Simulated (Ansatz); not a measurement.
**CH₇BSSi: a ladder of functionals and wavefunction methods**

One table from this session's results is given with a row withheld; the runs are named, their logs left out.

The runs use Ansatz 0.2.0, Gaussian basis; functionals in def2-TZVPP, the program's frozen cores in correlated methods.

The runs, in order: LDA (SPW92), PBE-D4, revPBE-D4, BLYP-D4, r2SCAN-D4, B97M-V, PBE0-D4, B3LYP-D4, r2SCANh-D4, r2SCAN0-D4, HSE06-D4, BHLYP-D4, CAM-B3LYP-D4, LC-ωPBE, ωB97X-V, ωB97M-V, B2PLYP, PBE-QIDH; CCSD(T)/def2-SVP; CCSD(T)/def2-TZVPP; MP2/def2-QZVPP; extrapolation to the limit; RPA on PBE.

## The geometry

The geometry comes from an earlier relaxation with PBE0-D4 in a triple-zeta def2 set; it is a stationary point, not always the lowest conformer.

SMILES `B[SiH2]CS`, 11 atoms, charge 0, spin multiplicity 1.

Atoms are counted from 1 here; the program's logs count them from 0.

Bond lengths: B1–Si2 2.008 Å, B1–H5 1.197 Å, B1–H6 1.196 Å, Si2–C3 1.888 Å, Si2–H7 1.492 Å, Si2–H8 1.492 Å, C3–S4 1.805 Å, C3–H9 1.093 Å, C3–H10 1.093 Å, S4–H11 1.344 Å. Angles: Si2–B1–H5 123.4°, Si2–B1–H6 119.4°, H5–B1–H6 117.2°, B1–Si2–C3 113.4°, B1–Si2–H7 108.9°, B1–Si2–H8 108.9°, C3–Si2–H7 109.1°, C3–Si2–H8 109.1°, H7–Si2–H8 107.3°, Si2–C3–S4 110.5°, Si2–C3–H9 108.4°, Si2–C3–H10 108.5°, S4–C3–H9 110.5°, S4–C3–H10 110.5°, H9–C3–H10 108.4°, C3–S4–H11 98.2°.

The first run:

Contents of in.yaml:

```yaml
crystal:
  periodic: [false, false, false]
  atoms:
    - {symbol: B, position_ang: [-1.082590, 1.940675, -0.038731]}
    - {symbol: Si, position_ang: [-0.111573, 0.372019, 0.754948]}
    - {symbol: C, position_ang: [0.436503, -0.897632, -0.529795]}
    - {symbol: S, position_ang: [1.303460, -2.267092, 0.265578]}
    - {symbol: H, position_ang: [-1.292221, 2.060477, -1.210621]}
    - {symbol: H, position_ang: [-1.479092, 2.810699, 0.680268]}
    - {symbol: H, position_ang: [1.086682, 0.868559, 1.493109]}
    - {symbol: H, position_ang: [-1.001271, -0.293832, 1.751076]}
    - {symbol: H, position_ang: [-0.449447, -1.259933, -1.057394]}
    - {symbol: H, position_ang: [1.088043, -0.399664, -1.252294]}
    - {symbol: H, position_ang: [1.566805, -2.991376, -0.835545]}
basis:
  gaussian: {orbitals: def2-TZVPP}
hamiltonian: {xc: lda}
output: {orbitals: {seedname: orbitals}}
```

Launch:

```
$ ansatz run in.yaml --threads 2 --pin off --events-out ev --progress --plain --max-ram 4352MiB
```

Steps of the session up to this table: LDA; PBE-D4 (GGA); revPBE-D4 (GGA); BLYP-D4 (GGA); r2SCAN-D4 (meta-GGA); B97M-V (meta-GGA); PBE0-D4 (hybrid); B3LYP-D4 (hybrid); r2SCANh-D4 (hybrid); r2SCAN0-D4 (hybrid); HSE06-D4 (hybrid); BHLYP-D4 (hybrid); CAM-B3LYP-D4 (range-separated); LC-ωPBE (range-separated); ωB97X-V (range-separated); ωB97M-V (range-separated); B2PLYP (double hybrid); PBE-QIDH (double hybrid).

One of the session's tables, all rows but one given; the rest of the session is left out.

It belongs to the step «Frontier levels by functional». 

| functional | HOMO (eV) | LUMO (eV) | gap (eV) |
| --- | --- | --- | --- |
| LDA (SPW92) | -5.74 | -3.80 | 1.94 |
| PBE-D4 | ? | ? | ? |
| revPBE-D4 | -5.58 | -3.43 | 2.16 |
| BLYP-D4 | -5.47 | -3.36 | 2.11 |
| r2SCAN-D4 | -5.87 | -3.20 | 2.67 |
| B97M-V | -5.98 | -3.35 | 2.63 |
| PBE0-D4 | -6.85 | -2.54 | 4.31 |
| B3LYP-D4 | -6.61 | -2.74 | 3.87 |
| r2SCANh-D4 | -6.32 | -2.86 | 3.46 |
| r2SCAN0-D4 | -7.01 | -2.35 | 4.66 |
| HSE06-D4 | -6.45 | -2.92 | 3.52 |
| BHLYP-D4 | -7.95 | -1.46 | 6.49 |
| CAM-B3LYP-D4 | -8.20 | -1.40 | 6.79 |
| LC-ωPBE | -9.63 | -0.20 | 9.43 |
| ωB97X-V | -9.25 | -0.31 | 8.94 |
| ωB97M-V | -9.09 | -0.58 | 8.51 |

Estimate the missing values for PBE-D4.

As computed: HOMO (eV): -5.63; LUMO (eV): -3.54; gap (eV): 2.09. In the column «HOMO (eV)» it lies between LDA (SPW92) (-5.74) and revPBE-D4 (-5.58).
